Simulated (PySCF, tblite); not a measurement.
**C7H10N4: geometry, infrared bands and NMR shifts**

What infrared bands and NMR shifts should C7H10N4 (`CCCn1nnc(C)c1C#N`) show?

Computed with tblite 0.8.0 and PySCF 2.14.0, with density-fitted response routines of our own, on a single molecule in the gas phase. Atoms are numbered from 0 throughout.

## Step 1: The molecule as given

21 atoms, charge 0, multiplicity 1; geometry from: force field or distance geometry start.

Bonds of the start (Å): C0–C1 1.51, C1–C2 1.48, C2–N3 1.44, N3–N4 1.32, N4–N5 1.33, N5–C6 1.36, C6–C7 1.50, C6–C8 1.39, C8–C9 1.46, C9–N10 1.15, C8–N3 1.35, C0–H11 1.11, C0–H12 1.12, C0–H13 1.12, C1–H14 1.09, C1–H15 1.14, C2–H16 1.12, C2–H17 1.12, C7–H18 1.11, C7–H19 1.11, C7–H20 1.11.

## Step 2: Relaxing the molecule with GFN2-xTB

What the job is given:

```
{"job": {"kind": "relax", "xc": "GFN2-xTB", "basis": "xTB"}, "charge": 0, "multiplicity": 1}
C     -3.433300    -0.086400     0.242900
C     -1.993800    -0.522000     0.387600
C     -1.198800     0.154100    -0.668400
N      0.189200    -0.213400    -0.591800
N      0.703300    -1.262400    -1.211900
N      2.008600    -1.376100    -0.961000
C      2.365900    -0.365900    -0.121700
C      3.726300    -0.100600     0.440400
C      1.194500     0.352200     0.110300
C      1.067700     1.532900     0.957700
N      0.955200     2.471500     1.621300
H     -4.119900    -0.960300     0.280800
H     -3.661100     0.616200     1.081500
H     -3.586500     0.482000    -0.706100
H     -1.900200    -1.604000     0.336700
H     -1.653000    -0.198900     1.421600
H     -1.349500     1.256100    -0.521900
H     -1.589100    -0.105500    -1.690900
H      3.919800    -0.693200     1.357600
H      4.494300    -0.327700    -0.326100
H      3.851700     0.968500     0.715500
```

The run is started by

```sh
$ OMP_NUM_THREADS=1 python probes_run.py task.json out
```

One launch serves the whole session: the jobs run in the order shown.

**Question.** This job is followed by: GFN2-xTB harmonic vibrations, gas phase; GIAO PBE0/pcSseg-1 NMR shielding, non-relativistic, gas phase. What will the session give for the following? strongest single infrared mode (GFN2-xTB); zero-point energy (GFN2-xTB); ¹³C shifts against TMS (PBE0/pcSseg-1); ¹H shifts against TMS (PBE0/pcSseg-1, means over atoms taken as alike); ¹⁵N shifts against NH3 (PBE0/pcSseg-1).

As calculated:

| quantity | value |
| --- | --- |
| strongest single infrared mode (GFN2-xTB) | 2364 cm⁻¹, 269 km/mol |
| zero-point energy (GFN2-xTB) | 104.7 kcal/mol |
| ¹³C shifts against TMS (PBE0/pcSseg-1) | 159.0, 116.1, 114.9, 53.7, 29.8, 13.7, 13.3 ppm |
| ¹H shifts against TMS (PBE0/pcSseg-1, means over atoms taken as alike) | 4.40, 2.73, 1.98, 1.20 ppm |
| ¹⁵N shifts against NH3 (PBE0/pcSseg-1) | 412.4, 382.3, 347.3, 281.9 ppm |

In words: Over 140 steps the energy fell by 0.593 eV; of the close pairs, C8–C9 changed most, 1.459 to 1.394 Å. All 57 modes are real, so the xTB geometry is a minimum. The strongest single mode, at 2364 cm⁻¹, moves mainly C9 and N10. Unscaled tight-binding wavenumbers are off by several per cent, some by more. Its intensities can rank the bands wrongly. H16, H17 (mean) (hydrogen on an sp3 CH2 bonded to N) lies farthest downfield among hydrogen, at 4.40 ppm; its carbon carries N, hence the downfield position. NICS(1)zz of -30 ppm above the planar ring from N3 marks a diatropic (aromatic) ring current.
